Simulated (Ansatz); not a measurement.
**MgBrF: up Jacob's ladder to CCSD(T)**

One table from this session's results is given with a row withheld; the runs are named, their logs left out.

Program: Ansatz 0.2.0, Gaussian basis. Level of theory: functionals in def2-TZVPP, the program's frozen cores in correlated methods. These are calculated values, not measurements.

Plan: LDA (SPW92), PBE-D4, revPBE-D4, BLYP-D4, r2SCAN-D4, B97M-V, PBE0-D4, B3LYP-D4, r2SCANh-D4, r2SCAN0-D4, HSE06-D4, BHLYP-D4, CAM-B3LYP-D4, LC-ωPBE, ωB97X-V, ωB97M-V, B2PLYP, PBE-QIDH; CCSD(T)/def2-SVP; CCSD(T)/def2-TZVPP; CCSD(T)/def2-QZVPP; extrapolation to the limit; RPA on PBE.

## The relaxed structure

An earlier PBE0-D4 in a triple-zeta def2 set relaxation fixed the geometry.

SMILES `[F][Mg][Br]`, 3 atoms, charge 0, spin multiplicity 1.

Atoms are counted from 1 here; the program's logs count them from 0.

Bond lengths: F1–Mg2 1.745 Å, Mg2–Br3 2.318 Å. Angles: F1–Mg2–Br3 180.0°.

The first run:

in.yaml

```yaml
crystal:
  periodic: [false, false, false]
  atoms:
    - {symbol: F, position_ang: [-1.565413, 0.825509, -0.772935]}
    - {symbol: Mg, position_ang: [-0.157915, 0.062099, -0.080342]}
    - {symbol: Br, position_ang: [1.712429, -0.952408, 0.839977]}
basis:
  gaussian: {orbitals: def2-TZVPP}
hamiltonian: {xc: lda}
output: {orbitals: {seedname: orbitals}}
```

Launch:

```sh
> ansatz run in.yaml --threads 2 --pin off --events-out ev --progress --plain --max-ram 32768MiB --backend cpu
```

Among the steps run: LDA; PBE-D4 (GGA); revPBE-D4 (GGA); BLYP-D4 (GGA); r2SCAN-D4 (meta-GGA); B97M-V (meta-GGA); B3LYP-D4 (hybrid); r2SCANh-D4 (hybrid); r2SCAN0-D4 (hybrid); HSE06-D4 (hybrid); BHLYP-D4 (hybrid); CAM-B3LYP-D4 (range-separated); LC-ωPBE (range-separated); ωB97X-V (range-separated); ωB97M-V (range-separated); B2PLYP (double hybrid); PBE-QIDH (double hybrid).

One table of the session follows, with a row left open; its other results are not shown here.

It belongs to the step «Frontier levels by functional». 

| functional | HOMO (eV) | LUMO (eV) | gap (eV) |
| --- | --- | --- | --- |
| LDA (SPW92) | -7.46 | -2.81 | 4.64 |
| PBE-D4 | -7.28 | -2.56 | 4.72 |
| revPBE-D4 | -7.21 | -2.40 | 4.80 |
| BLYP-D4 | -7.11 | -2.58 | 4.53 |
| r2SCAN-D4 | -7.58 | -2.05 | 5.53 |
| B97M-V | -7.59 | -2.43 | 5.16 |
| PBE0-D4 | -8.53 | -1.82 | 6.71 |
| B3LYP-D4 | -8.27 | -2.16 | 6.11 |
| r2SCANh-D4 | ? | ? | ? |
| r2SCAN0-D4 | -8.74 | -1.53 | 7.21 |
| HSE06-D4 | -8.13 | -2.18 | 5.95 |
| BHLYP-D4 | -9.63 | -1.29 | 8.34 |
| CAM-B3LYP-D4 | -9.86 | -1.13 | 8.73 |
| LC-ωPBE | -11.25 | 0.07 | 11.31 |
| ωB97X-V | -10.88 | -0.10 | 10.78 |
| ωB97M-V | -10.75 | -0.47 | 10.28 |

**Question.** Estimate the row for r2SCANh-D4.

Worked estimate for «HOMO (eV)». Against the share of exact exchange, r2SCAN-D4 (0, -7.58), r2SCAN0-D4 (0.25, -8.74) give a slope of -4.64 per unit share; at 0.1 the line stands at -8.04.

The run gave: HOMO (eV): -8.05; LUMO (eV): -1.84; gap (eV): 6.21. In «HOMO (eV)» the line misses by +0.01.
